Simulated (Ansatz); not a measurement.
**BeSi (L10 type): a single-point run**

Aim: a sound single-point run of BeSi (L10 type). The structure is shown as the input types it.

Computed with Ansatz 0.2.0 (DFT, PBE, all-electron PAW with datasets made for the crystal, scalar-relativistic, unless a step's input says otherwise).

## (1) The starting structure

The structure is orthorhombic, space group Amm2 (No. 38). Conventional cell: a = 1.810 Å, b = 1.913 Å, c = 1.913 Å, α = 90.00°, β = 90.00°, γ = 90.00°. Around Be (site symmetry mm2) lie 8 Si at 1.30 to 1.34 Å and 4 Be at 1.35 Å. Around Si (site symmetry mm2) lie 8 Be at 1.30 to 1.34 Å and 4 Si at 1.35 Å.

Coordinates:

```
Be Si
1.0
     1.35241    0.00000    0.00000
     0.00000    1.35241    0.00000
     0.00000    0.00000    1.80962
Be Si
1 1
Direct
  0.01383 0.01383 0.00000
  0.50000 0.50000 0.50000
```

## (2) Running it

Input file input.yaml:

```yaml
crystal:
  lattice:
    - [1.35240541, 0.0, 0.0]
    - [0.0, 1.35240541, 0.0]
    - [0.0, 0.0, 1.80961741]
  atoms:
    - { symbol: Be, position: [0.0138339086, 0.0138339086, 0.0] }
    - { symbol: Si, position: [0.5, 0.5, 0.5] }
kpoints:
  mp_grid: { grid: [14, 14, 11] }
scf:
  occupations: { method: fermi_dirac, width: 0.05 }
  max_iter: 50
hamiltonian:
  xc: pbe
  pseudopotentials: { kind: all_electron, datasets: crystal }
output:
  forces: true
  stress: true
  eigenvalues: true
  efg: { contact_densities: true }
```

Command:

```
$ ansatz run input.yaml --threads 1 --pin off --max-ram 2048MiB --backend cpu --events-out ev --progress --plain --runs-dir out
```

**Question.** How will this run end, and is anything wrong with its input?

The run converged and reported no error, with warnings (crystal datasets made, printed levels off). It gives a pressure of 7181 GPa and a largest force of 4.9 eV/Å, which is large; a structure far from rest gives such values too, whatever the setting.

A unit slip has squeezed all distances to about half. The shortest distance in the input is 1.30 Å, between atoms 1 (Be) and 2 (Si).

Fix: remove the wrong conversion.
